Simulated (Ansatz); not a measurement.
# PtWS3: the cost of one run

Computed with Ansatz 0.2.0 (DFT PBE, scalar-relativistic, plane waves, PAW, unless a step's input says otherwise).

1 further run of the same task is left out (for a known fault of the program).

### 1 The starting structure

Symmetry: Pm-3m, No. 221, cubic system. The conventional cell has a = 4.525 Å, b = 4.525 Å, c = 4.525 Å, α = 90.00°, β = 90.00°, γ = 90.00°. Pt (site symmetry m-3m) is surrounded by 6 S at 2.26 Å. W (site symmetry m-3m) has 12 S at 3.20 Å in its first shell of neighbours. S (site symmetry 4/mmm) is surrounded by 2 Pt at 2.26 Å and 4 W at 3.20 Å.

Structure file:

```
CELL_PARAMETERS angstrom
4.52537 0.00000 0.00000
0.00000 4.52537 0.00000
0.00000 0.00000 4.52537
ATOMIC_POSITIONS crystal
Pt 0.50000 0.50000 0.50000
W 0.00000 0.00000 0.00000
S 0.00000 0.50000 0.50000
S 0.50000 0.00000 0.50000
S 0.50000 0.50000 0.00000
```

### 2 Species swapped into the Na3BrO type (Pm-3m, No. 221)

The input, input.yaml:

```yaml
crystal:
  lattice:
    - [4.52536693, 0.0, 0.0]
    - [0.0, 4.52536693, 0.0]
    - [0.0, 0.0, 4.52536693]
  atoms:
    - { symbol: Pt, position: [0.5, 0.5, 0.5], spin: 1.0 }
    - { symbol: W, position: [0.0, 0.0, 0.0] }
    - { symbol: S, position: [0.0, 0.5, 0.5] }
    - { symbol: S, position: [0.5, 0.0, 0.5] }
    - { symbol: S, position: [0.5, 0.5, 0.0] }
basis:
  ecutwfc: 420
kpoints:
  mp_grid: { grid: [4, 4, 4] }
hamiltonian:
  xc: pbe
scf:
  occupations: { method: gaussian, width: 0.1 }
  lower_state_search: "off"
output:
  forces: true
  stress: true
  eigenvalues: true
  populations: true
magnetization:
  spin_polarized: true
```

On the command line:

```console
$ ansatz run input.yaml --threads 1 --pin off --max-ram 2560MiB --backend cpu --events-out ev --progress --plain --runs-dir out
```

**Question.** How long does this run take on 1 thread of Intel Xeon at 2.50GHz (Skylake/Cascade Lake), shared host, and how much memory does it need?

About 15 s, with a peak of 0.41 GiB.
